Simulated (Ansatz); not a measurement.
# C2H9ClInP: a ladder of functionals and wavefunction methods

The task here is to estimate one member of a computed series from the others.

Program: Ansatz 0.2.0, Gaussian basis. Level of theory: functionals in def2-TZVPP, the program's frozen cores in correlated methods. These are calculated values, not measurements.

Plan: LDA (SPW92), PBE-D4, revPBE-D4, BLYP-D4, r2SCAN-D4, B97M-V, PBE0-D4, B3LYP-D4, r2SCANh-D4, r2SCAN0-D4, HSE06-D4, BHLYP-D4, CAM-B3LYP-D4, LC-ωPBE, ωB97X-V, ωB97M-V, B2PLYP, PBE-QIDH; CCSD(T)/def2-SVP; MP2/def2-TZVPP; MP2/def2-QZVPP; RPA on PBE.

### Structure used throughout

All runs share one geometry, relaxed beforehand with PBE0-D4 in a triple-zeta def2 set. In takes the def2 core potential; no spin-orbit term is included.

SMILES `[CH3][In-]([CH3])([PH3+])[Cl]`, 14 atoms, charge 0, spin multiplicity 1.

Atoms are counted from 1 here; the program's logs count them from 0.

Bond lengths: C1–In2 2.144 Å, C1–H6 1.091 Å, C1–H7 1.090 Å, C1–H8 1.091 Å, In2–C3 2.144 Å, In2–P4 2.822 Å, In2–Cl5 2.418 Å, C3–H9 1.091 Å, C3–H10 1.091 Å, C3–H11 1.090 Å, P4–H12 1.416 Å, P4–H13 1.409 Å, P4–H14 1.409 Å. Angles: In2–C1–H6 109.8°, In2–C1–H7 109.2°, In2–C1–H8 111.2°, H6–C1–H7 108.6°, H6–C1–H8 108.5°, H7–C1–H8 109.5°, C1–In2–C3 136.6°, C1–In2–P4 101.6°, C1–In2–Cl5 110.1°, C3–In2–P4 101.6°, C3–In2–Cl5 110.0°, P4–In2–Cl5 79.3°, In2–C3–H9 109.8°, In2–C3–H10 111.2°, In2–C3–H11 109.2°, H9–C3–H10 108.5°, H9–C3–H11 108.6°, H10–C3–H11 109.5° and more.

Coordinates:

| atom | x (Å) | y (Å) | z (Å) |
| --- | --- | --- | --- |
| C1 | -1.96599 | 1.24337 | 0.19518 |
| In2 | 0.11094 | 0.71870 | 0.10168 |
| C3 | 1.72405 | 0.49103 | 1.49585 |
| P4 | -0.00762 | -1.85488 | -1.05100 |
| Cl5 | 0.98261 | 1.17443 | -2.10740 |
| H6 | -2.06948 | 2.29148 | 0.48033 |
| H7 | -2.41501 | 1.10447 | -0.78826 |
| H8 | -2.49461 | 0.63094 | 0.92697 |
| H9 | 1.99601 | 1.46425 | 1.90747 |
| H10 | 1.44376 | -0.16778 | 2.31891 |
| H11 | 2.58970 | 0.07841 | 0.97771 |
| H12 | -0.42788 | -3.12741 | -0.59493 |
| H13 | 1.24469 | -2.23878 | -1.56991 |
| H14 | -0.72407 | -1.83733 | -2.26398 |

The first run:

File in.yaml:

```yaml
crystal:
  periodic: [false, false, false]
  atoms:
    - {symbol: C, position_ang: [-1.965994, 1.243373, 0.195178]}
    - {symbol: In, position_ang: [0.110942, 0.718698, 0.101681]}
    - {symbol: C, position_ang: [1.724051, 0.491027, 1.495847]}
    - {symbol: P, position_ang: [-0.007615, -1.854881, -1.051004]}
    - {symbol: Cl, position_ang: [0.982607, 1.174429, -2.107401]}
    - {symbol: H, position_ang: [-2.069477, 2.291482, 0.480333]}
    - {symbol: H, position_ang: [-2.415007, 1.104471, -0.788265]}
    - {symbol: H, position_ang: [-2.494614, 0.630943, 0.926969]}
    - {symbol: H, position_ang: [1.996006, 1.464250, 1.907472]}
    - {symbol: H, position_ang: [1.443757, -0.167777, 2.318906]}
    - {symbol: H, position_ang: [2.589700, 0.078406, 0.977705]}
    - {symbol: H, position_ang: [-0.427883, -3.127411, -0.594930]}
    - {symbol: H, position_ang: [1.244694, -2.238778, -1.569910]}
    - {symbol: H, position_ang: [-0.724068, -1.837333, -2.263980]}
basis:
  gaussian: {orbitals: def2-TZVPP}
hamiltonian: {xc: lda}
output: {orbitals: {seedname: orbitals}}
```

The run is started by

```sh
> ansatz run in.yaml --threads 4 --pin off --events-out ev --progress --plain --max-ram 11315MiB
```

Steps of the session up to this table: LDA; PBE-D4 (GGA); revPBE-D4 (GGA); BLYP-D4 (GGA); r2SCAN-D4 (meta-GGA); B97M-V (meta-GGA); B3LYP-D4 (hybrid); r2SCANh-D4 (hybrid); r2SCAN0-D4 (hybrid); HSE06-D4 (hybrid); BHLYP-D4 (hybrid); CAM-B3LYP-D4 (range-separated); LC-ωPBE (range-separated); ωB97X-V (range-separated); ωB97M-V (range-separated); B2PLYP (double hybrid); PBE-QIDH (double hybrid).

One table of the session follows, with a row left open; its other results are not shown here.

It belongs to the step «Frontier levels by functional». 

| functional | HOMO (eV) | gap (eV) |
| --- | --- | --- |
| LDA (SPW92) | -6.16 | 5.01 |
| PBE-D4 | -6.01 | 5.01 |
| revPBE-D4 | -5.94 | 5.02 |
| BLYP-D4 | -5.85 | 4.97 |
| r2SCAN-D4 | -6.26 | 5.53 |
| B97M-V | -6.33 | 5.40 |
| PBE0-D4 | -7.20 | 7.04 |
| B3LYP-D4 | -6.98 | 6.56 |
| r2SCANh-D4 | -6.71 | 6.29 |
| r2SCAN0-D4 | -7.38 | 7.41 |
| HSE06-D4 | -6.81 | 6.28 |
| BHLYP-D4 | -8.27 | 8.78 |
| CAM-B3LYP-D4 | ? | ? |
| LC-ωPBE | -9.86 | 11.63 |
| ωB97X-V | -9.49 | 11.10 |
| ωB97M-V | -9.39 | 10.55 |

**Question.** Estimate the row for CAM-B3LYP-D4.

**Answer.** HOMO (eV): -8.51; gap (eV): 9.18. In the column «HOMO (eV)» it lies between ωB97M-V (-9.39) and BHLYP-D4 (-8.27).
